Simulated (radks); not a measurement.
# The Coulomb parameter U of the 3d shell of Ni⁺

Aim: U as the second difference [E(n + 0.5) + E(n − 0.5) − 2E(n)]/0.5², with all orbitals relaxed. Bare: the atom's charge changes with n. Screened: the 4s shell takes up the change. The start is a model configuration, not necessarily the ground state.

Method: Dirac Kohn-Sham, PBE, spin-unpolarised, spherical densities, finite nucleus; open shells are shared between the two j in proportion to 2j + 1. Code: radks (a radial shooting solver on a logarithmic mesh, Libxc functionals) version 1.

### 1 The system

* element: nickel (Z = 28)
* charge: +1
* electrons: 27
* configuration: [Ar] 3d8 4s1
* nuclear rms radius: 3.7757 fm

The outer shells:

Ni⁺
```
[Ar] core
3d [↑↓][↑↓][↑↓][↑ ][↑ ]
4s [↑ ]
```

### 2 Start: [Ar] 3d8 4s1

Input:

```text
Z 28
configuration [Ar] 3d8 4s1
relativity Dirac
functional pbe,pbe
spin unpolarised
j_filling average
nucleus finite rms 3.7757 fm
c 137.035999084
```

### 3 Bare +0.5: [Ar] 3d8.5 4s1

Input: that of step 2 with these lines changed.

```diff
@@ -1,3 +1,3 @@
 Z 28
-configuration [Ar] 3d8 4s1
+configuration [Ar] 3d8.5 4s1
 relativity Dirac
```

### 4 Bare -0.5: [Ar] 3d7.5 4s1

Input: that of step 3 with these lines changed.

```diff
@@ -1,3 +1,3 @@
 Z 28
-configuration [Ar] 3d8.5 4s1
+configuration [Ar] 3d7.5 4s1
 relativity Dirac
```

### 5 Screened +0.5: [Ar] 3d8.5 4s0.5

Input: that of step 4 with these lines changed.

```diff
@@ -1,3 +1,3 @@
 Z 28
-configuration [Ar] 3d7.5 4s1
+configuration [Ar] 3d8.5 4s0.5
 relativity Dirac
```

### 6 Screened -0.5: [Ar] 3d7.5 4s1.5

Input: that of step 5 with these lines changed.

```diff
@@ -1,3 +1,3 @@
 Z 28
-configuration [Ar] 3d8.5 4s0.5
+configuration [Ar] 3d7.5 4s1.5
 relativity Dirac
```

What does the calculation give?

The runs gave:

```
         quantity  value (eV)
          U, bare      15.327
U, screened by 4s       3.795
```

Letting 4s compensate leaves 25 % of the bare value; this second difference measures U(3d,3d) + U(4s,4s) − 2U(3d,4s). A solid screens further than the bare atom, so the bare value is an upper guide for the U of a crystal.
